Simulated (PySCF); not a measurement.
# The bond of SnB, level by level, part 2 of 2

PySCF 2.14.0; Sn cc-pVDZ-PP with ECP28, B cc-pVDZ; scalar-relativistic core potentials.

## Step 11: UHF (mean field)

Log of the SCF at 2.192 Å:

```text
******** <class 'pyscf.scf.uhf_symm.SymAdaptedUHF'> ********
method = SymAdaptedUHF
[... 13 set-up lines left out, the same as in an earlier log ...]
Overwritten attributes  get_jk get_k get_j get_occ get_hcore  of <class 'pyscf.scf.uhf_symm.SymAdaptedUHF'>
<class 'pyscf.scf.uhf_symm.SymAdaptedUHF'> does not have attributes  refdm
[... 1 set-up line left out, the same as in an earlier log ...]
init E= -237.905757159299
cycle= 1 E= -237.915348673411  delta_E= -0.00959  |g|= 0.0285  |ddm|= 0.378
cycle= 2 E= -237.916590525356  delta_E= -0.00124  |g|= 0.0126  |ddm|= 0.132
cycle= 3 E= -237.916977048577  delta_E= -0.000387  |g|= 0.00761  |ddm|= 0.058
cycle= 4 E= -237.917120254357  delta_E= -0.000143  |g|= 0.00369  |ddm|= 0.0413
cycle= 5 E= -237.917191987664  delta_E= -7.17e-05  |g|= 0.00163  |ddm|= 0.0342
cycle= 6 E= -237.917210763309  delta_E= -1.88e-05  |g|= 0.000848  |ddm|= 0.017
cycle= 7 E= -237.91721766567  delta_E= -6.9e-06  |g|= 0.000465  |ddm|= 0.0112
cycle= 8 E= -237.917219949193  delta_E= -2.28e-06  |g|= 0.000202  |ddm|= 0.0078
cycle= 9 E= -237.917220306802  delta_E= -3.58e-07  |g|= 6.69e-05  |ddm|= 0.00353
cycle= 10 E= -237.917220328713  delta_E= -2.19e-08  |g|= 1.68e-05  |ddm|= 0.000944
cycle= 11 E= -237.917220329396  delta_E= -6.83e-10  |g|= 4.04e-06  |ddm|= 0.000141
Extra cycle  E= -237.917220329429  delta_E= -3.34e-11  |g|= 2.23e-06  |ddm|= 1.5e-05
converged SCF energy = -237.917220329429  <S^2> = 3.7578248  2S+1 = 4.0039105
```

Re = 2.157 Å, ωe = 574 cm⁻¹, ωexe = 8.03 cm⁻¹, αe = 0.00440 cm⁻¹, Be = 0.3593 cm⁻¹, De = 1.43 eV, μ = -0.78 D.

## Step 12: Correlated methods on the Hartree–Fock reference

Reference: UHF; core orbitals frozen: 5; virtual orbitals above 20 hartree dropped in coupled cluster: 1. MP2 keeps all virtuals, so it differs from the MP2 energy in the coupled-cluster log.

Output of the coupled-cluster run at 2.192 Å:

```text
******** <class 'pyscf.cc.uccsd.UCCSD'> ********
CC2 = 0
CCSD nocc = (np.int64(10), np.int64(7)), nmo = (31, 31)
frozen orbitals [[0, 1, 2, 3, 4, 36], [0, 1, 2, 3, 4, 36]]
max_cycle = 80
direct = 0
conv_tol = 1e-07
conv_tol_normt = 1e-05
diis_space = 8
diis_start_cycle = 0
diis_start_energy_diff = 1e+09
max_memory 909 MB (current use 296 MB)
Init t2, MP2 energy = -0.122863680738735
Init E_corr(UCCSD) = -0.122863680745946
cycle = 1  E_corr(UCCSD) = -0.139401109872822  dE = -0.0165374291  norm(t1,t2) = 0.0852285
cycle = 2  E_corr(UCCSD) = -0.14569821270823  dE = -0.00629710284  norm(t1,t2) = 0.0359476
cycle = 3  E_corr(UCCSD) = -0.149047637653573  dE = -0.00334942495  norm(t1,t2) = 0.0228612
cycle = 4  E_corr(UCCSD) = -0.1501065232385  dE = -0.00105888558  norm(t1,t2) = 0.0103269
cycle = 5  E_corr(UCCSD) = -0.150124078179802  dE = -1.75549413e-05  norm(t1,t2) = 0.00684826
cycle = 6  E_corr(UCCSD) = -0.150266655026369  dE = -0.000142576847  norm(t1,t2) = 0.00245598
cycle = 7  E_corr(UCCSD) = -0.150300629493269  dE = -3.39744669e-05  norm(t1,t2) = 0.00093064
cycle = 8  E_corr(UCCSD) = -0.150293415708196  dE = 7.21378507e-06  norm(t1,t2) = 0.000383079
cycle = 9  E_corr(UCCSD) = -0.150300623917985  dE = -7.20820979e-06  norm(t1,t2) = 0.000109216
cycle = 10  E_corr(UCCSD) = -0.150298691921891  dE = 1.93199609e-06  norm(t1,t2) = 3.51486e-05
cycle = 11  E_corr(UCCSD) = -0.150298545310503  dE = 1.46611387e-07  norm(t1,t2) = 1.40669e-05
cycle = 12  E_corr(UCCSD) = -0.150298724516261  dE = -1.79205758e-07  norm(t1,t2) = 5.74962e-06
cycle = 13  E_corr(UCCSD) = -0.150298870644123  dE = -1.46127862e-07  norm(t1,t2) = 1.89846e-06
cycle = 14  E_corr(UCCSD) = -0.150298871280047  dE = -6.35923508e-10  norm(t1,t2) = 6.48073e-07
UCCSD converged
E(UCCSD) = -238.0675192007095  E_corr = -0.1502988712800466
UCCSD(T) correction = -0.00799533808209143
```

Correlation energy (eV) along the bond:

```csv
R (Å),MP2,SCS-MP2,CCSD,CCSD(T),T1
1.885,-3.185,-2.936,n/a,n/a,n/a
1.973,-3.225,-2.975,-3.942,-4.133,0.027
2.061,-3.275,-3.024,-4.000,-4.203,0.026
2.126,-3.313,-3.063,-4.046,-4.257,0.025
2.192,-3.344,-3.097,-4.090,-4.307,0.023
2.258,-3.360,-3.120,-4.127,-4.350,0.023
2.345,-3.349,-3.125,-4.160,-4.388,0.027
2.455,-3.283,-3.090,-4.169,-4.401,0.035
2.587,-3.155,-3.011,-4.138,-4.370,0.047
2.762,-2.958,-2.888,n/a,n/a,n/a
```

UHF-MP2: Re = 2.191 Å, ωe = 603 cm⁻¹, Be = 0.3483 cm⁻¹, De = 2.34 eV.

UHF-SCS-MP2: Re = 2.197 Å, ωe = 577 cm⁻¹, ωexe = 2.83 cm⁻¹, αe = 0.00201 cm⁻¹, Be = 0.3464 cm⁻¹, De = 1.97 eV.

UHF-CCSD: Re = 2.214 Å, ωe = 528 cm⁻¹, ωexe = 3.43 cm⁻¹, αe = 0.00302 cm⁻¹, Be = 0.3411 cm⁻¹, De = 2.08 eV.

UHF-CCSD(T): Re = 2.222 Å, ωe = 527 cm⁻¹, ωexe = 3.27 cm⁻¹, αe = 0.00286 cm⁻¹, Be = 0.3385 cm⁻¹, De = 2.24 eV.

## Step 13: The curves together

Energy (eV) from each level's lowest point:

```csv
R (Å),UHF,UHF-MP2,UHF-SCS-MP2,UHF-CCSD,UHF-CCSD(T),LDA,PBE,PBEsol,BLYP,r²SCAN,PBE0
1.885,0.738,0.896,0.898,n/a,n/a,0.777,0.909,0.852,0.987,0.846,0.817
1.973,0.288,0.405,0.409,0.434,0.461,0.338,0.426,0.387,0.486,0.376,0.357
2.061,0.063,0.131,0.135,0.151,0.166,0.100,0.150,0.127,0.190,0.118,0.108
2.126,0.000,0.030,0.034,0.043,0.050,0.019,0.043,0.032,0.068,0.027,0.022
2.192,0.001,0.000,0.000,0.000,0.000,0.000,0.000,0.000,0.009,0.000,0.000
2.258,0.045,0.028,0.021,0.007,0.001,0.029,0.006,0.016,0.000,0.023,0.027
2.345,0.142,0.137,0.114,0.071,0.060,0.120,0.070,0.093,0.043,0.108,0.117
2.455,0.292,0.352,0.298,0.211,0.197,0.289,0.209,0.246,0.157,0.273,0.285
2.587,0.477,0.665,0.562,0.427,0.413,0.537,0.424,0.477,0.343,0.515,0.531
2.762,0.699,1.084,0.907,n/a,n/a,0.891,0.740,0.811,0.624,0.861,0.881
```

The whole job (state search and all levels along the bond) took 1.2 min on 1 thread of Arm Neoverse V1 (shared host), peak memory 0.43 GiB.

## Step 14: Results

What follows sums up all 2 parts.

Lowest PBE0 solution found, without spin–orbit coupling: ⁴Σ⁻ (quartet), unpaired electrons σ ↑, π ↑↑. State 2 has its PBE0 minimum 0.33 eV higher, as a spin-mixed determinant (⟨S²⟩ = 1.77), so this is no gap between pure states. State 3 has its PBE0 minimum 0.37 eV higher, as a spin-mixed determinant (⟨S²⟩ = 1.76), so this is no gap between pure states. State 4 has its PBE0 minimum 0.99 eV higher. The other levels ran on the lowest alone.

```csv
level,Re (Å),ωe (cm⁻¹),De (eV),μ (D)
UHF,2.157,574,1.43,-0.78
UHF-MP2,2.191,603,2.34,n/a
UHF-SCS-MP2,2.197,577,1.97,n/a
UHF-CCSD,2.214,528,2.08,n/a
UHF-CCSD(T),2.222,527,2.24,n/a
LDA,2.182,553,3.53,-1.48
PBE,2.215,525,2.99,-1.52
PBEsol,2.200,539,3.23,-1.46
BLYP,2.239,498,2.66,-1.51
r²SCAN,2.191,554,2.92,-1.25
PBE0,2.185,557,2.74,-1.40
```

De is counted to Sn + B in their ground configurations. A positive dipole means Sn(−)B(+).

Differences from CCSD(T) in the same basis:

```csv
level,Re (mÅ),ωe (%)
UHF,-66,+8.9
UHF-MP2,-32,+14.4
UHF-SCS-MP2,-26,+9.6
UHF-CCSD,-9,+0.3
LDA,-40,+4.9
PBE,-8,-0.3
PBEsol,-23,+2.3
BLYP,+17,-5.5
r²SCAN,-31,+5.2
PBE0,-37,+5.6
```

Time per point (s) on 1 thread of Arm Neoverse V1, shared host (CPU time, shared integrals of 0.094 s apart; correlated levels include their reference; CCSD comes with the CCSD(T) run); the times are rough: UHF 0.067, UHF-MP2 0.1, UHF-SCS-MP2 0.1, LDA 0.26, PBE 0.42, PBEsol 0.31, BLYP 0.29, r²SCAN 0.62, PBE0 0.62; the reference 1.9.

Cheap and still within 11 mÅ and 2.5 % of CCSD(T): PBE (0.42 s), against 1.9 s for the dearest run.

In words: Against CCSD(T) in the same basis, the bond length is nearest at PBE (-8 mÅ) and farthest at UHF (-66 mÅ); the wavenumber is nearest at UHF-CCSD and PBE (0.3 % off) and farthest at UHF-MP2 (+14.4 %). Hartree–Fock makes the bond too short and too stiff against this reference, as it mostly does. CCSD(T) in a basis this small is itself some way from its limit, more so than the functionals. Of the levels with a De here, UHF gives the least (1.43 eV) and LDA the most (3.53 eV).

Correlated steps freeze 5 core orbitals. Spin–orbit coupling is left out, which matters for elements this heavy, above all for dissociation energies.
